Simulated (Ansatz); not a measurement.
# MoW2: the cost of one run

Program: Ansatz 0.2.0. Level of theory: DFT PBE, scalar-relativistic, plane waves, PAW. These are calculated values, not measurements.

**1. The starting structure**

Symmetry: Fm-3m, No. 225, cubic system. Conventional cell: a = 6.171 Å, b = 6.171 Å, c = 6.171 Å, α = 90.00°, β = 90.00°, γ = 90.00°. Around Mo (site symmetry m-3m) lie 8 W at 2.67 Å. W (site symmetry -43m) is surrounded by 4 Mo at 2.67 Å.

Coordinates:

```cif
data_structure
_symmetry_space_group_name_H-M 'Fm-3m'
_symmetry_Int_Tables_number 225
_cell_length_a 6.1715
_cell_length_b 6.1715
_cell_length_c 6.1715
_cell_angle_alpha 90.000
_cell_angle_beta 90.000
_cell_angle_gamma 90.000
_cell_volume 235.05
loop_
_atom_site_label
_atom_site_type_symbol
_atom_site_symmetry_multiplicity
_atom_site_Wyckoff_symbol
_atom_site_fract_x
_atom_site_fract_y
_atom_site_fract_z
_atom_site_occupancy
Mo1 Mo 4 a 0.00000 0.00000 0.00000 1
W1 W 8 c 0.25000 0.75000 0.75000 1
```

The cell is invented: random cell by space group and Wyckoff sites (Fm-3m, No. 225). Its size is a rough estimate.

**2. The guess as it stands, on a coarse mesh**

input.yaml

```yaml
crystal:
  lattice:
    - [0.0, 3.0857298, 3.0857298]
    - [3.0857298, 0.0, 3.0857298]
    - [3.0857298, 3.0857298, 0.0]
  atoms:
    - { symbol: Mo, position: [0.0, 0.0, 0.0] }
    - { symbol: W, position: [0.25, 0.25, 0.25] }
    - { symbol: W, position: [0.75, 0.75, 0.75] }
basis:
  ecutwfc: 420
kpoints:
  mp_grid: { grid: [6, 6, 6] }
hamiltonian:
  xc: pbe
scf:
  occupations: { method: gaussian, width: 0.1 }
  lower_state_search: "off"
output:
  forces: true
  stress: true
  eigenvalues: true
```

Launch:

```console
$ ansatz run input.yaml --threads 1 --pin off --max-ram 2560MiB --backend cpu --events-out ev --progress --plain --runs-dir out
```

Q: Estimate wall time and peak memory on 1 thread of Intel Xeon Platinum 8175M at 2.50GHz (Skylake/Cascade Lake), shared host.

About 2 s, with a peak of 0.36 GiB.
